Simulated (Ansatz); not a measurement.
# YCl: the cost of one run

Method: DFT r2SCAN, scalar-relativistic, plane waves, PAW, in Ansatz 0.2.0.

1 further run of the same task is left out (set aside as unsound or not needed).

**1. The system as given**

Symmetry: R-3m, No. 166, trigonal system. Conventional cell: a = 3.752 Å, b = 3.752 Å, c = 27.525 Å, α = 90.00°, β = 90.00°, γ = 120.00°. Y (site symmetry 3m) has 3 Cl at 2.75 Å in its first shell of neighbours. Around Cl (site symmetry 3m) lie 3 Y at 2.75 Å.

Coordinates:

```cif
data_structure
_symmetry_space_group_name_H-M 'P 1'
_symmetry_Int_Tables_number 1
_cell_length_a 9.4273
_cell_length_b 9.4273
_cell_length_c 9.4273
_cell_angle_alpha 22.958
_cell_angle_beta 22.958
_cell_angle_gamma 22.958
_cell_volume 111.87
loop_
_atom_site_label
_atom_site_type_symbol
_atom_site_fract_x
_atom_site_fract_y
_atom_site_fract_z
_atom_site_occupancy
Y1 Y 0.21683 0.21683 0.21683 1
Y2 Y 0.78317 0.78317 0.78317 1
Cl1 Cl 0.38830 0.38830 0.38830 1
Cl2 Cl 0.61170 0.61170 0.61170 1
```

Source of the structure: the Crystallography Open Database.

**2. Probe: one point at the start**

Input file input.yaml:

```yaml
crystal:
  lattice:
    - [1.876150623, 1.0831960672, 9.175]
    - [-1.876150623, 1.0831960672, 9.175]
    - [0.0, -2.1663921344, 9.175]
  atoms:
    - { symbol: "Y", position: [0.21683, 0.21683, 0.21683] }
    - { symbol: "Y", position: [0.78317, 0.78317, 0.78317] }
    - { symbol: Cl, position: [0.3883, 0.3883, 0.3883] }
    - { symbol: Cl, position: [0.6117, 0.6117, 0.6117] }
basis:
  ecutwfc: 500
kpoints:
  mp_grid: { grid: [6, 6, 6] }
hamiltonian:
  xc: r2scan
scf:
  occupations: { method: gaussian, width: 0.1 }
output:
  forces: true
  stress: true
  eigenvalues: true
```

Run with:

```console
$ ansatz run input.yaml --threads 1 --pin off --max-ram 2560MiB --backend cpu --events-out ev --progress --plain --runs-dir out
```

Q: Estimate wall time and peak memory on 1 thread of Arm Neoverse V2, shared host.

About 12 s, with a peak of 0.66 GiB.
